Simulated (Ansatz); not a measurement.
# C3H8OZn: basis-set convergence

One table from this session's results is given with a row withheld; the runs are named, their logs left out.

The runs use Ansatz 0.2.0, Gaussian basis; one geometry, several basis sets.

Levels to be run: PBE0-D4/def2-SVP; ωB97M-V/def2-SVP; PBE0-D4/def2-QZVPP; ωB97M-V/def2-QZVPP; the functionals' def2-TZVPP values are taken from earlier runs.

### The relaxed structure

All runs share one geometry, relaxed beforehand with PBE0-D4 in a triple-zeta def2 set.

SMILES `C[CH](C)[Zn][OH]`, 13 atoms, charge 0, spin multiplicity 1.

Atoms are counted from 1 here; the program's logs count them from 0.

Bond lengths: C1–C2 1.526 Å, C1–H6 1.093 Å, C1–H7 1.094 Å, C1–H8 1.098 Å, C2–C3 1.526 Å, C2–Zn4 1.947 Å, C2–H9 1.097 Å, C3–H10 1.093 Å, C3–H11 1.094 Å, C3–H12 1.098 Å, Zn4–O5 1.783 Å, O5–H13 0.958 Å. Angles: C2–C1–H6 112.6°, C2–C1–H7 111.8°, C2–C1–H8 110.6°, H6–C1–H7 107.4°, H6–C1–H8 107.3°, H7–C1–H8 106.8°, C1–C2–C3 111.1°, C1–C2–Zn4 112.2°, C1–C2–H9 108.0°, C3–C2–Zn4 112.3°, C3–C2–H9 108.0°, Zn4–C2–H9 104.9°, C2–C3–H10 112.5°, C2–C3–H11 111.8°, C2–C3–H12 110.6°, H10–C3–H11 107.4°, H10–C3–H12 107.3°, H11–C3–H12 106.8° and more.

The first run:

Contents of in.yaml:

```yaml
crystal:
  periodic: [false, false, false]
  atoms:
    - {symbol: C, position_ang: [-1.304532, -0.844444, 0.242572]}
    - {symbol: C, position_ang: [0.015700, -0.108233, 0.451868]}
    - {symbol: C, position_ang: [1.201881, -0.991766, 0.076723]}
    - {symbol: Zn, position_ang: [0.053890, 1.608634, -0.465074]}
    - {symbol: O, position_ang: [0.054027, 3.126065, -1.401213]}
    - {symbol: H, position_ang: [-2.167667, -0.257943, 0.567667]}
    - {symbol: H, position_ang: [-1.463216, -1.104921, -0.808165]}
    - {symbol: H, position_ang: [-1.316515, -1.785488, 0.807946]}
    - {symbol: H, position_ang: [0.100542, 0.138676, 1.517520]}
    - {symbol: H, position_ang: [2.162702, -0.512605, 0.281611]}
    - {symbol: H, position_ang: [1.190135, -1.260196, -0.983870]}
    - {symbol: H, position_ang: [1.178024, -1.932385, 0.642425]}
    - {symbol: H, position_ang: [0.295048, 3.924636, -0.930010]}
basis:
  gaussian: {orbitals: def2-SVP}
hamiltonian: {xc: pbe0, dispersion: d4}
output: {orbitals: {seedname: orbitals}}
```

The run is started by

```bash
> ansatz run in.yaml --threads 4 --pin off --events-out ev --progress --plain --max-ram 11315MiB
```

Steps of the session up to this table: PBE0-D4 in def2-SVP; ωB97M-V in def2-SVP; PBE0-D4 in def2-QZVPP; ωB97M-V in def2-QZVPP.

One table of the session follows, with a row left open; its other results are not shown here.

It belongs to the step «Density functionals: the series». 

```
functional       basis  HOMO (eV)
   PBE0-D4    def2-SVP          ?
   PBE0-D4  def2-TZVPP      -7.25
   PBE0-D4  def2-QZVPP      -7.25
   ωB97M-V    def2-SVP      -9.23
   ωB97M-V  def2-TZVPP      -9.45
   ωB97M-V  def2-QZVPP      -9.45
```

Estimate the missing values for PBE0-D4, def2-SVP.

The run gave: HOMO (eV): -7.04. In the column «HOMO (eV)» it is the highest.
